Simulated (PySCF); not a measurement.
# Ir⁺: excitation energy in def2-TZVPPD with ECP60

Each state of iridium is computed at each level; their differences give the excitation energy. How far do the methods differ?

Method: unrestricted determinants in a Gaussian basis, no spin-orbit coupling in the energies. Code: PySCF 2.14.0.

## Step 1: Starting point

| Property | Result |
| --- | --- |
| Element | iridium (Z = 77) |
| Basis | def2-TZVPPD with the def2 core potential (60 electrons) (6s5p3d2f1g, 59 functions) |
| Hamiltonian | scalar relativity through the core potential |
| State 1 | Ir⁺: [Xe] 4f14 5d8, high-spin 3F determinant (an excited configuration) |
| Needed too, but not shown | Ir⁺ [Xe] 4f14 5d7 6s1 (5F) |
| Methods | CCSD(T) |
| Core shells frozen in the correlated runs | valence and next inner shell: nothing (for Ir⁺) |

Outer shells as boxes (Hund's rule):

Ir+ [Xe] 4f14 5d8
```
[Xe] core
4f [↑↓][↑↓][↑↓][↑↓][↑↓][↑↓][↑↓]
5d [↑↓][↑↓][↑↓][↑ ][↑ ]
```

The runs were made by one driver on top of PySCF. The scripts below sum up each run's settings (the driver also hands on starting orbitals that pick excited configurations, and frozen orbitals as a list rather than a count), and the logs come from the driver's own runs. The driver starts from symmetry-adapted Hartree-Fock orbitals, holds the occupation by maximum overlap and uses a logarithmic radial grid for functionals, so a plain start would take other cycles.

The integrals over 59 functions and the set-up took 0.59 s of CPU time.

## Step 2: Ir⁺ [Xe] 4f14 5d8, at CCSD(T) (valence and next inner shell)

CCSD(T) (valence and next inner shell):

Contents of input.py:

```python
from pyscf import gto, scf, dft, mp, cc
import basis_set_exchange as bse
txt = bse.get_basis("def2-TZVPPD", elements=["Ir"], fmt="nwchem", header=False)
cut = txt.index("\nECP")
mol = gto.M(atom="Ir 0 0 0", charge=1, spin=2, symmetry="D2h",
            basis=gto.basis.parse(txt[:cut]),
            ecp={"Ir": gto.basis.parse_ecp(txt[cut:])})
mf = scf.UHF(mol)
mf.irrep_nelec = {'Ag': (3, 1), 'B1g': (1, 1), 'B2g': (1, 1), 'B3g': (1, 1), 'B1u': (1, 1), 'B2u': (1, 1), 'B3u': (1, 1)}
mf.kernel()
mycc = cc.CCSD(mf, frozen=0).run()
mycc.ccsd_t()
```

Q: Predict the outcome of this session.

**Answer**, as computed:

| quantity | value |
| --- | --- |
| excitation energy, Ir⁺ → [Xe] 4f14 5d8 | UHF 0.787, CCSD(T) (valence and next inner shell) 0.276 eV; reference 0.362 |

Accuracy by level (over 1 difference):

```csv
method,mean absolute miss against the measured value (with the measured fine structure taken into account where it is known) (eV)
UHF,0.426
MP2 (valence and next inner shell),0.010
SCS-MP2 (valence and next inner shell),0.218
CCSD (valence and next inner shell),0.012
CCSD(T) (valence and next inner shell),0.085
```

In words: Against experiment MP2 (valence and next inner shell) comes closest (off by 0.01 eV), level with CCSD (valence and next inner shell) and UHF is farthest (0.43 eV). In a finite basis a lower level can come nearest by cancelling errors. The basis is finite, and no extrapolation was made.
